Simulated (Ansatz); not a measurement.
# CeCuSe3: the cost of one run

Computed with Ansatz 0.2.0 (reference: DFT PBE, plane waves, PAW, scalar-relativistic, no spin polarisation, unless a step's input says otherwise).

1 further run of the same task is left out (it didn't finish).

**1. Starting point**

It takes space group I4mm (No. 107, tetragonal). Conventional cell: a = 4.649 Å, b = 4.649 Å, c = 11.420 Å, α = 90.00°, β = 90.00°, γ = 90.00°. Ce (site symmetry 4mm) has 12 Se at 3.54 to 3.69 Å and 4 Cu at 3.54 Å as nearest neighbours. Cu (site symmetry 4mm) has 5 Se at 2.61 to 2.80 Å as nearest neighbours. Se (site symmetry 2mm) is surrounded by 6 Se at 2.79 to 3.29 Å and 2 Cu at 2.80 Å and 4 Ce at 3.68 to 3.69 Å. Around Se (site symmetry 4mm) lie 1 Cu at 2.61 Å and 4 Se at 2.79 Å and 4 Ce at 3.54 Å.

Coordinates:

```cif
data_structure
_symmetry_space_group_name_H-M 'P 1'
_symmetry_Int_Tables_number 1
_cell_length_a 4.6488
_cell_length_b 4.6488
_cell_length_c 6.5886
_cell_angle_alpha 69.342
_cell_angle_beta 69.342
_cell_angle_gamma 90.000
_cell_volume 123.40
loop_
_atom_site_label
_atom_site_type_symbol
_atom_site_fract_x
_atom_site_fract_y
_atom_site_fract_z
_atom_site_occupancy
Ce1 Ce 0.13650 0.13650 0.72700 1
Cu1 Cu 0.52210 0.52210 0.95580 1
Se1 Se 0.88580 0.38580 0.22840 1
Se2 Se 0.38580 0.88580 0.22840 1
Se3 Se 0.75040 0.75040 0.49920 1
```

**2. Reference**

input.yaml

```yaml
crystal:
  lattice:
    - [0.0, 4.648772, 0.0]
    - [4.648772, 0.0, 0.0]
    - [2.324386, 2.324386, -5.710001]
  atoms:
    - { symbol: Ce, position: [0.1365, 0.1365, 0.727] }
    - { symbol: Cu, position: [0.5221, 0.5221, 0.9558] }
    - { symbol: Se, position: [0.8858, 0.3858, 0.2284] }
    - { symbol: Se, position: [0.3858, 0.8858, 0.2284] }
    - { symbol: Se, position: [0.7504, 0.7504, 0.4992] }
  symmetry: { tolerance: 0.0003 }
kpoints:
  mp_grid: { grid: [4, 4, 4], shift: [0, 0, 0] }
magnetization:
  spin_polarized: false
scf:
  occupations: { method: cold, width: 0.0893 }
hamiltonian:
  pseudopotentials: { kind: paw }
  xc: pbe
basis:
  ecutwfc: 420
output:
  forces: true
  stress: true
  eigenvalues: true
```

Run with:

```sh
ansatz run input.yaml --threads 1 --pin off --max-ram 2560MiB --backend cpu --events-out ev --progress --plain --runs-dir out
```

What time and memory should one allow on 1 thread of an x86-64 CPU, shared host?

About 5.1 s, with a peak of 0.43 GiB.
